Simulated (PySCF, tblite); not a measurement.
**C₅H₉GeN₃: geometry, infrared bands and NMR shifts**

Aim: predict the infrared bands and NMR shifts of C₅H₉GeN₃ (`[GeH3][n]1ncc(C2CC2)n1`).

Programs: tblite 0.8.0 and PySCF 2.14.0, with density-fitted response routines of our own. Each step states its level of theory. These are calculated values for one molecule in the gas phase, unless marked as measured. Atoms count from 0, in the outputs and in this text.

## 1. The starting structure

18 atoms, charge 0, multiplicity 1; geometry from: force field or distance geometry start.

Bonds of the start (Å): Ge0–N1 1.88, N1–N2 1.32, N2–C3 1.36, C3–C4 1.38, C4–C5 1.50, C5–C6 1.52, C6–C7 1.52, C4–N8 1.35, N8–N1 1.32, C7–C5 1.52, Ge0–H9 1.54, Ge0–H10 1.55, Ge0–H11 1.54, C3–H12 1.08, C5–H13 1.11, C6–H14 1.11, C6–H15 1.11, C7–H16 1.11, C7–H17 1.10.

## 2. Geometry optimisation with GFN2-xTB

Job settings and geometry (Å):

```
{"job": {"kind": "relax", "xc": "GFN2-xTB", "basis": "xTB"}, "charge": 0, "multiplicity": 1}
Ge     3.507500    -0.726000    -0.179100
N      1.826200     0.111600    -0.168700
N      1.650700     1.358600     0.221300
C      0.315100     1.584800     0.131900
C     -0.269400     0.398200    -0.267900
C     -1.724900     0.171100    -0.563200
C     -2.319600    -1.033400     0.137800
C     -2.632600     0.368600     0.640500
N      0.706900    -0.514800    -0.463400
H      3.510900    -1.823600    -1.266400
H      3.766700    -1.366500     1.204700
H      4.591500     0.325400    -0.483800
H     -0.182600     2.514200     0.377700
H     -2.143400     0.423200    -1.556400
H     -1.644300    -1.595800     0.815800
H     -3.159100    -1.518700    -0.394200
H     -3.661500     0.712500     0.383200
H     -2.147000     0.616800     1.598500
```

Launch:

```sh
OMP_NUM_THREADS=1 python probes_run.py task.json out
```

The driver reads the jobs from task.json and runs them one after another.

**Question.** This job is followed by: GFN2-xTB harmonic vibrations, gas phase; GIAO PBE0/pcSseg-1 NMR shielding, non-relativistic, gas phase. What will the session give for the following? strongest single infrared mode (GFN2-xTB); zero-point energy (GFN2-xTB); ¹³C shifts against TMS (PBE0/pcSseg-1, means over atoms taken as alike); ¹H shifts against TMS (PBE0/pcSseg-1, means over atoms taken as alike); ⁷³Ge shifts against GeMe4 (PBE0/pcSseg-1); ¹⁵N shifts against NH3 (PBE0/pcSseg-1).

As calculated:

```
                                                               quantity                             value
                              strongest single infrared mode (GFN2-xTB)             2098 cm⁻¹, 343 km/mol
                                           zero-point energy (GFN2-xTB)                     82.0 kcal/mol
¹³C shifts against TMS (PBE0/pcSseg-1, means over atoms taken as alike)      159.7, 140.5, 13.7, 10.2 ppm
 ¹H shifts against TMS (PBE0/pcSseg-1, means over atoms taken as alike)  7.75, 5.04, 1.78, 1.04, 1.01 ppm
                              ⁷³Ge shifts against GeMe4 (PBE0/pcSseg-1)                          -144 ppm
                                 ¹⁵N shifts against NH3 (PBE0/pcSseg-1)           381.9, 361.1, 266.7 ppm
```

**Reading.** The optimisation took 145 steps and gained 0.542 eV; among the close pairs (by a distance rule), Ge0–H10 changed most, from 1.547 to 1.488 Å. The lowest mode is slightly imaginary (20i cm⁻¹), a soft motion within the noise of the Hessian, so the minimum is not strictly shown. The strongest single mode, at 2098 cm⁻¹, is spread over several atoms, H10, H9, H11 among them. GFN2-xTB is a fitted tight-binding method: band positions and strengths are rough. Its intensities can rank the bands wrongly. At PBE0/pcSseg-1: The largest span, 513 ppm, is at N2, where the paramagnetic term is -440 ppm. NICS(1)zz of -32 ppm above the planar ring from N1 marks a diatropic (aromatic) ring current. Spin-orbit coupling is left out, which matters for shieldings and couplings at and beside the heavy atoms.
